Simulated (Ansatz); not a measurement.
**CH5F2NSi: a ladder of functionals and wavefunction methods**

One table from this session's results is given with a row withheld; the runs are named, their logs left out.

The runs use Ansatz 0.2.0, Gaussian basis; functionals in def2-TZVPP, the program's frozen cores in correlated methods.

Plan: PBE-D4, r2SCAN-D4, PBE0-D4, B3LYP-D4, ωB97X-V, ωB97M-V, B2PLYP; CCSD(T)/def2-TZVPP; MP2/def2-QZVPP; extrapolation to the limit.

## Structure used throughout

An earlier PBE0-D4 in a triple-zeta def2 set relaxation fixed the geometry.

SMILES `FC(F)N[SiH3]`, 10 atoms, charge 0, spin multiplicity 1.

Atoms are counted from 1 here; the program's logs count them from 0.

Bond lengths: F1–C2 1.372 Å, C2–F3 1.356 Å, C2–N4 1.392 Å, C2–H6 1.094 Å, N4–Si5 1.742 Å, N4–H7 1.006 Å, Si5–H8 1.484 Å, Si5–H9 1.482 Å, Si5–H10 1.484 Å. Angles: F1–C2–F3 105.5°, F1–C2–N4 112.9°, F1–C2–H6 106.5°, F3–C2–N4 109.1°, F3–C2–H6 109.1°, N4–C2–H6 113.4°, C2–N4–Si5 124.9°, C2–N4–H7 113.8°, Si5–N4–H7 119.0°, N4–Si5–H8 112.6°, N4–Si5–H9 111.2°, N4–Si5–H10 104.1°, H8–Si5–H9 108.9°, H8–Si5–H10 110.1°, H9–Si5–H10 109.9°.

The first run:

Input file in.yaml:

```yaml
crystal:
  periodic: [false, false, false]
  atoms:
    - {symbol: F, position_ang: [-0.214781, -2.166379, 0.229914]}
    - {symbol: C, position_ang: [-0.900981, -0.983190, 0.343204]}
    - {symbol: F, position_ang: [-0.738182, -0.592984, 1.632082]}
    - {symbol: N, position_ang: [-0.409726, 0.010680, -0.498134]}
    - {symbol: Si, position_ang: [0.971290, 1.015657, -0.153384]}
    - {symbol: H, position_ang: [-1.955363, -1.217859, 0.170192]}
    - {symbol: H, position_ang: [-0.732831, -0.065050, -1.448273]}
    - {symbol: H, position_ang: [2.158695, 0.230140, 0.265540]}
    - {symbol: H, position_ang: [0.659377, 2.011405, 0.899363]}
    - {symbol: H, position_ang: [1.245503, 1.706481, -1.437703]}
basis:
  gaussian: {orbitals: def2-TZVPP}
hamiltonian: {xc: pbe, dispersion: d4}
output: {forces: true, orbitals: {seedname: orbitals}}
```

The run is started by

```bash
> ansatz run in.yaml --threads 4 --pin off --events-out ev --progress --plain --max-ram 10444MiB
```

Steps of the session up to this table: PBE-D4 (GGA); r2SCAN-D4 (meta-GGA); PBE0-D4 (hybrid); B3LYP-D4 (hybrid); ωB97X-V (range-separated); ωB97M-V (range-separated); B2PLYP (double hybrid); CCSD(T) in def2-TZVPP; MP2 in def2-QZVPP.

One table of the session follows, with a row left open; its other results are not shown here.

It belongs to the step «Atomisation energies». 

| method | atomisation energy (kJ/mol) |
| --- | --- |
| PBE-D4 | 3574.9 |
| r2SCAN-D4 | 3500.0 |
| PBE0-D4 | 3489.7 |
| B3LYP-D4 | 3502.0 |
| ωB97X-V | 3529.0 |
| ωB97M-V | 3519.5 |
| B2PLYP | 3463.5 |
| HF/def2-TZVPP | 2457.9 |
| MP2/def2-TZVPP | 3467.5 |
| CCSD/def2-TZVPP | 3346.3 |
| CCSD(T)/def2-TZVPP | 3400.4 |
| MP2/CBS | ? |
| CCSD(T)/CBS | 3503.6 |

Q: Estimate the row for MP2/CBS from the others.

The run gave: atomisation energy (kJ/mol): 3570.7. In the column «atomisation energy (kJ/mol)» it lies between ωB97X-V (3529.0) and PBE-D4 (3574.9).
